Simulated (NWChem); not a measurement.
**GeH4 (germane) at M06-2X/3-21G**

Aim: the vertical ionisation energy of GeH4 (germane) at M06-2X/3-21G, from 2 runs. 

The calculation is run with NWChem 7.3.0.

2 further runs of the same task are left out: 2 set aside as unsound or not needed.

### Step 1. The molecule

GeH4 has 5 atoms, charge 0, and is taken as a singlet. As SMILES, `[GeH4]`. The shape is that of a PBE0-D4/def2-TZVP optimisation.

Bond lengths: Ge1–H2 1.534 Å, Ge1–H3 1.534 Å, Ge1–H4 1.534 Å, Ge1–H5 1.534 Å. Angles: H2–Ge1–H3 109.5°, H2–Ge1–H4 109.5°, H2–Ge1–H5 109.5°, H3–Ge1–H4 109.5°, H3–Ge1–H5 109.5°, H4–Ge1–H5 109.5°.

### Step 2. A single-point energy at M06-2X/3-21G

File test.nw:

```
start test
title "GeH4"
memory 2200 mb
geometry noautosym nocenter noautoz
Ge     0.000100     0.000100     0.000000
H      1.148100    -0.756300     0.680600
H     -1.238800    -0.030000     0.904200
H     -0.329200    -0.669100    -1.340600
H      0.419800     1.455400    -0.244100
end
basis spherical bse
Ge library 3-21G
H library 3-21G
end
dft
xc m06-2x
grid fine
convergence energy 1e-08
maxiter 100
mulliken
print low
end
task dft energy
```

Started as:

```console
$ nwchem test.nw > test.out
```

Standard output:

```text
Northwest Computational Chemistry Package (NWChem) 7.3.0
             --------------------------------------------------------

           Job information
           ---------------

    nwchem branch   = 7.3.0
    use scalapack   = T
    input           = test.nw
    prefix          = test.
    data base       = ./test.db
    status          = startup
    nproc           =        1

           Memory information
           ------------------

    heap     =     72089596 doubles =      550.0 Mbytes
    stack    =     72089601 doubles =      550.0 Mbytes
    global   =    144179200 doubles =     1100.0 Mbytes (distinct from heap & stack)
    total    =    288358397 doubles =     2200.0 Mbytes
    verify   = yes
    hardfail = no

           Directory information
           ---------------------

  0 permanent = .
  0 scratch   = .

                                NWChem Input Module
                                -------------------

                                       GeH4
                                       ----

 Scaling coordinates for geometry "geometry" by  1.889725989
 (inverse scale =  0.529177249)

                             Geometry "geometry" -> ""
                             -------------------------

 Output coordinates in angstroms (scale by  1.889725989 to convert to a.u.)

  No.       Tag          Charge          X              Y              Z
 ---- ---------------- ---------- -------------- -------------- --------------
    1 Ge                  32.0000     0.00010000     0.00010000     0.00000000
    2 H                    1.0000     1.14810000    -0.75630000     0.68060000
    3 H                    1.0000    -1.23880000    -0.03000000     0.90420000
    4 H                    1.0000    -0.32920000    -0.66910000    -1.34060000
    5 H                    1.0000     0.41980000     1.45540000    -0.24410000

      Atomic Mass
      -----------

      Ge                73.921900
      H                  1.007825

 Effective nuclear repulsion energy (a.u.)      45.4204274897

            Nuclear Dipole moment (a.u.)
            ----------------------------
        X                 Y               Z
 ---------------- ---------------- ----------------
     0.0058581506     0.0060471232     0.0001889726

            XYZ format geometry
            -------------------
     5
 geometry
 Ge                    0.00010000     0.00010000     0.00000000
 H                     1.14810000    -0.75630000     0.68060000
 H                    -1.23880000    -0.03000000     0.90420000
 H                    -0.32920000    -0.66910000    -1.34060000
 H                     0.41980000     1.45540000    -0.24410000

 ==============================================================================
                                internuclear distances
 ------------------------------------------------------------------------------
       center one      |      center two      | atomic units |  angstroms
 ------------------------------------------------------------------------------
    2 H                |   1 Ge               |     2.89890  |     1.53403
    3 H                |   1 Ge               |     2.89896  |     1.53407
    4 H                |   1 Ge               |     2.89904  |     1.53410
    5 H                |   1 Ge               |     2.89913  |     1.53415
 ------------------------------------------------------------------------------
                         number of included internuclear distances:          4
 ==============================================================================

 ==============================================================================
                                 internuclear angles
 ------------------------------------------------------------------------------
        center 1       |       center 2       |       center 3       |  degrees
 ------------------------------------------------------------------------------
    2 H                |   1 Ge               |   3 H                |   109.46
    2 H                |   1 Ge               |   4 H                |   109.47
    2 H                |   1 Ge               |   5 H                |   109.49
    3 H                |   1 Ge               |   4 H                |   109.46
    3 H                |   1 Ge               |   5 H                |   109.47
    4 H                |   1 Ge               |   5 H                |   109.48
 ------------------------------------------------------------------------------
                            number of included internuclear angles:          6
 ==============================================================================

                      Basis "ao basis" -> "" (spherical)
                      -----
  [basis functions not shown]

 Summary of "ao basis" -> "" (spherical)
 ------------------------------------------------------------------------------
       Tag                 Description            Shells   Functions and Types
 ---------------- ------------------------------  ------  ---------------------
 Ge                          3-21G                  10       22   5s4p1d
 H                           3-21G                   2        2   2s

                                 NWChem DFT Module
                                 -----------------

                                       GeH4

  Caching 1-el integrals
   Time after variat. SCF:      0.1

     ---------------------------------------------
      Total Density - Mulliken Population Analysis
     ---------------------------------------------

    Atom       Charge   Shell Charges
 -----------   ------   -------------------------------------------------------
    1 Ge  32    31.56   2.00  2.00  5.99  2.00  5.95  0.77  1.43  0.58  0.86  9.98
    2 H    1     1.11   0.39  0.71
    3 H    1     1.11   0.39  0.71
    4 H    1     1.11   0.39  0.71
    5 H    1     1.11   0.39  0.71
   Time prior to 1st pass:      0.1

           Memory utilization after 1st SCF pass:
           Heap Space remaining (MW):       36.89            36886100
          Stack Space remaining (MW):       72.09            72089268

   convergence    iter        energy       DeltaE   RMS-Dens  Diis-err    time
 ---------------- ----- ----------------- --------- --------- ---------  ------
 d= 0,ls=0.0,diis     1  -2069.3402574313 -2.11D+03  1.05D-02  7.63D-02     0.5
 d= 0,ls=0.0,diis     2  -2069.3514946022 -1.12D-02  2.93D-03  4.07D-03     0.8
 d= 0,ls=0.0,diis     3  -2069.3519376592 -4.43D-04  8.13D-04  4.64D-04     1.1
 d= 0,ls=0.0,diis     4  -2069.3520344239 -9.68D-05  1.23D-04  2.45D-06     1.5
 d= 0,ls=0.0,diis     5  -2069.3520352285 -8.05D-07  4.13D-06  1.47D-08     1.8
 d= 0,ls=0.0,diis     6  -2069.3520352307 -2.29D-09  5.58D-07  3.40D-11     2.1

         Total DFT energy =    -2069.352035230747
      One electron energy =    -2977.566940441374
           Coulomb energy =      943.327551820103
    Exchange-Corr. energy =      -80.533074099201
 Nuclear repulsion energy =       45.420427489725

 Numeric. integr. density =       36.000002277202

     Total iterative time =      2.0s

     ---------------------------------------------
      Total Density - Mulliken Population Analysis
     ---------------------------------------------

    Atom       Charge   Shell Charges
 -----------   ------   -------------------------------------------------------
    1 Ge  32    31.64   2.00  2.00  5.99  1.99  5.95  0.81  1.72  0.52  0.69  9.97
    2 H    1     1.09   0.42  0.67
    3 H    1     1.09   0.42  0.67
    4 H    1     1.09   0.42  0.67
    5 H    1     1.09   0.42  0.67

     -------------------------------------------
      Total Density - Lowdin Population Analysis
     -------------------------------------------

    Atom       Charge   Shell Charges
 -----------   ------   -------------------------------------------------------
    1 Ge  32    31.77   2.00  1.99  5.99  1.98  5.84  0.66  1.63  0.51  1.19  9.97
    2 H    1     1.06   0.43  0.63
    3 H    1     1.06   0.43  0.63
    4 H    1     1.06   0.43  0.63
    5 H    1     1.06   0.43  0.63

 Task  times  cpu:        2.1s     wall:        2.1s
 Total times  cpu:        2.1s     wall:        2.1s
```

Wall time 2.7 s (1 thread of Intel Xeon 6975P-C (Granite Rapids), shared host); peak memory 0.11 GiB.

[end of part 1 of 2]
